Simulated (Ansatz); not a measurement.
# Alloy of GaAs and InP (22 of 32 As sites, 22 of 32 Ga sites exchanged), 64 atoms

Aim: relax the alloy cell and compare the gap by PBEsol and HSE06 with spin–orbit coupling.

All numbers are computed with Ansatz 0.2.0 (PAW, plane waves).

## Step 1: The starting cell

64 atoms (22 In, 10 Ga, 22 P, 10 As); a = 11.621 Å, b = 11.621 Å, c = 11.621 Å, α = 90.00°, β = 90.00°, γ = 90.00°. All atoms were shaken off their sites by about 0.02 Å along each axis.

Steps to follow: (2) PBEsol cell relaxation at the single k point (¼, ¼, ¼), on 1 × NVIDIA H100 80GB HBM3 with 4 threads of AMD EPYC 7R13; (3) HSE06 with spin–orbit coupling single point at the Γ point alone, on 1 × NVIDIA H100 80GB HBM3 with 4 threads of AMD EPYC 7R13.

## Step 2: Relaxing cell and atoms with PBEsol

The input, in.yaml:

```yaml
crystal:
  lattice:
    - [11.620854, 0.000000, 0.000000]
    - [0.000000, 11.620854, 0.000000]
    - [0.000000, 0.000000, 11.620854]
  atoms:
    - { symbol: In, position: [0.000211, 0.002223, 0.000242] }
    - { symbol: In, position: [0.999484, 0.997435, 0.498887] }
    - { symbol: In, position: [0.999425, 0.503114, 0.001158] }
    - { symbol: In, position: [0.497943, 0.000868, 0.999841] }
    - { symbol: In, position: [0.497186, 0.999344, 0.500198] }
    - { symbol: In, position: [0.503179, 0.500214, 0.997140] }
    - { symbol: In, position: [0.497866, 0.499528, 0.501066] }
    - { symbol: In, position: [0.250057, 0.250273, 0.000975] }
    - { symbol: In, position: [0.249563, 0.750686, 0.500057] }
    - { symbol: In, position: [0.751164, 0.251513, 0.501987] }
    - { symbol: In, position: [0.751654, 0.750166, 0.001169] }
    - { symbol: In, position: [0.248895, 0.996015, 0.247581] }
    - { symbol: In, position: [0.249291, 0.003375, 0.751773] }
    - { symbol: In, position: [0.250456, 0.498041, 0.749318] }
    - { symbol: In, position: [0.746604, 0.000352, 0.250992] }
    - { symbol: In, position: [0.749985, 0.496858, 0.751497] }
    - { symbol: In, position: [0.997940, 0.251701, 0.251671] }
    - { symbol: In, position: [0.998687, 0.248493, 0.751758] }
    - { symbol: In, position: [0.998022, 0.749631, 0.747461] }
    - { symbol: In, position: [0.498799, 0.250313, 0.249953] }
    - { symbol: In, position: [0.498408, 0.251250, 0.750285] }
    - { symbol: In, position: [0.499092, 0.750119, 0.752836] }
    - { symbol: Ga, position: [0.003653, 0.501027, 0.497872] }
    - { symbol: Ga, position: [0.252082, 0.248651, 0.504022] }
    - { symbol: Ga, position: [0.250524, 0.750480, 0.000621] }
    - { symbol: Ga, position: [0.750602, 0.248445, 0.998423] }
    - { symbol: Ga, position: [0.749483, 0.754257, 0.499712] }
    - { symbol: Ga, position: [0.250698, 0.498236, 0.250025] }
    - { symbol: Ga, position: [0.750185, 0.001101, 0.751611] }
    - { symbol: Ga, position: [0.749320, 0.502636, 0.251156] }
    - { symbol: Ga, position: [0.999829, 0.751615, 0.248862] }
    - { symbol: Ga, position: [0.501096, 0.750256, 0.252076] }
    - { symbol: P, position: [0.124893, 0.123611, 0.124184] }
    - { symbol: P, position: [0.119262, 0.123804, 0.624398] }
    - { symbol: P, position: [0.124507, 0.625122, 0.624672] }
    - { symbol: P, position: [0.623103, 0.124420, 0.625117] }
    - { symbol: P, position: [0.623994, 0.625890, 0.622080] }
    - { symbol: P, position: [0.373805, 0.374960, 0.124248] }
    - { symbol: P, position: [0.374358, 0.370382, 0.625031] }
    - { symbol: P, position: [0.375348, 0.871144, 0.621831] }
    - { symbol: P, position: [0.873082, 0.372151, 0.128185] }
    - { symbol: P, position: [0.875899, 0.373691, 0.626774] }
    - { symbol: P, position: [0.873514, 0.872439, 0.126225] }
    - { symbol: P, position: [0.875205, 0.874233, 0.624300] }
    - { symbol: P, position: [0.374327, 0.129995, 0.375015] }
    - { symbol: P, position: [0.376733, 0.124787, 0.873231] }
    - { symbol: P, position: [0.373570, 0.624667, 0.371158] }
    - { symbol: P, position: [0.373055, 0.624355, 0.876071] }
    - { symbol: P, position: [0.874353, 0.128603, 0.373744] }
    - { symbol: P, position: [0.122734, 0.374351, 0.378893] }
    - { symbol: P, position: [0.128821, 0.375838, 0.873045] }
    - { symbol: P, position: [0.125273, 0.876568, 0.872584] }
    - { symbol: P, position: [0.624435, 0.374001, 0.377241] }
    - { symbol: P, position: [0.626273, 0.875525, 0.877972] }
    - { symbol: As, position: [0.122578, 0.625764, 0.124164] }
    - { symbol: As, position: [0.624833, 0.125442, 0.123530] }
    - { symbol: As, position: [0.626161, 0.623015, 0.122186] }
    - { symbol: As, position: [0.376697, 0.880844, 0.124251] }
    - { symbol: As, position: [0.872209, 0.123904, 0.874350] }
    - { symbol: As, position: [0.873880, 0.624799, 0.378233] }
    - { symbol: As, position: [0.875028, 0.627167, 0.875576] }
    - { symbol: As, position: [0.125959, 0.874050, 0.374920] }
    - { symbol: As, position: [0.624544, 0.373827, 0.876852] }
    - { symbol: As, position: [0.628932, 0.873643, 0.375929] }
  symmetry: { detect: false }
kpoints:
  mp_grid: { grid: [1, 1, 1], shift: [0.25, 0.25, 0.25] }
hamiltonian:
  xc: pbesol
scf:
  occupations: { method: fermi_dirac, width: 0.01 }
relax:
  f_tol: 0.03
  max_steps: 80
  escape_saddle: false
  adjacent_minimum: "off"
  cell: { fix: [shape] }
output:
  forces: true
  eigenvalues: true
  populations: true
```

On the command line:

```sh
ansatz run in.yaml --threads 4 --pin off --max-ram 42750MiB --runs-dir r --events-out ev --progress --plain --backend cuda --devices 0, --max-vram 37GiB
```

After this run come: HSE06 with spin–orbit coupling on the final geometry.

What does the calculation give? Wanted: for each run, top filled to lowest empty.

The runs gave:

```
                         level          time   k points  top filled to lowest empty (eV)
            PBEsol, relaxation    23 s (GPU)  (¼, ¼, ¼)                             1.39
HSE06 with spin–orbit coupling  13 min (GPU)          Γ                             1.26
```

| quantity | value |
| --- | --- |
| relaxation | 5 recorded steps, 3.11 eV gained |
| largest shift | 0.22 Å (As58) |
| relaxed cell | a = 11.614 Å, b = 11.614 Å, c = 11.614 Å, α = 90.00°, β = 90.00°, γ = 90.00° |
| mean bonds | As–Ga 2.478, As–In 2.612, Ga–P 2.390, In–P 2.537 Å |

The relaxation lowers the energy by 3.11 eV; the largest shift is 0.22 Å (As58), while the volume changes by -0.2 %. The mean lengths of the listed bonds run from Ga–P 2.39 Å to As–In 2.61 Å. Rows on different k points differ by sampling as well as by level. With one k point the spacing samples only the states that fold onto it, so it can exceed the gap over the zone.
